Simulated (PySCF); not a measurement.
# HgC+: from the state search to spectroscopic constants

What are the lowest state that PBE0 finds, the bond length, vibrational wavenumber and bond energy of HgC+, and how much do these hang on the method?

Computed with PySCF 2.14.0. Level: Hg cc-pVDZ-PP with ECP60, C cc-pVDZ, scalar-relativistic core potentials.

**1. Input**

The job is set up so:

| Property | Result |
| --- | --- |
| atoms | Hg, C |
| charge | 1 |
| basis | Hg cc-pVDZ-PP with ECP60, C cc-pVDZ |
| Hamiltonian | scalar-relativistic core potentials |
| basis functions | 52 |
| electrons treated | 25 |
| masses in u | 201.9706, 12.0000 |
| levels | PBE0, PBE, r²SCAN, BLYP, PBEsol, r²SCAN0, ωB97X, HF, MP2, SCS-MP2 |
| grid | 80 radial by 434 angular points |
| occupations | held fixed by the projection of orbital angular momentum |
| dissociation limit | Hg+ + C, each in its ground configuration |
| starting distance in angstrom | 2.185 |
| values of 2S to try | 1, 3 |

Run with:

```sh
OMP_NUM_THREADS=1 python dia.py task.json out
```

Further steps of the session: PBE0 along the bond; Other states along the same grid; PBE; r²SCAN; BLYP (GGA); PBEsol; r²SCAN0 (hybrid meta-GGA); ωB97X; UHF (mean field).

What does the calculation give? Wanted: for each run, Re; ωe; De; μ.

**Answer**, as computed:

Lowest PBE0 solution found, without spin–orbit coupling: ²Π (doublet), unpaired electrons π ↑. State 2 has its PBE0 minimum 1.03 eV higher. The other levels ran on the lowest alone.

```tsv
level	Re (Å)	ωe (cm⁻¹)	De (eV)	μ (D)
UHF	2.274	375	-0.063	0.65
PBE	2.136	413	2.55	1.33
PBEsol	2.097	443	2.78	1.25
BLYP	2.183	378	2.45	1.62
r²SCAN	2.132	421	2.20	1.18
PBE0	2.155	412	2.01	1.08
r²SCAN0	2.157	402	1.80	1.12
ωB97X	2.181	389	1.81	0.90
```

De is counted to Hg+ + C in their ground configurations. A positive dipole points from Hg to C; in an ion it is taken about the centre of mass and does not tell which atom is negative. No constants: UHF-MP2 (the points don't follow one smooth fit); UHF-SCS-MP2 (the points don't follow one smooth fit).

In words: The methods spread over 0.177 Å in bond length, from PBEsol to UHF. Of the levels with a De here, UHF gives the least (-0.063 eV) and PBEsol the most (2.78 eV).

Correlated steps freeze 1 core orbital. These are scalar-relativistic numbers at best; spin–orbit coupling would shift them, the dissociation energy most. A negative De means that the minimum lies above the separated atoms at that level. With spin–orbit coupling the term label itself may not hold.
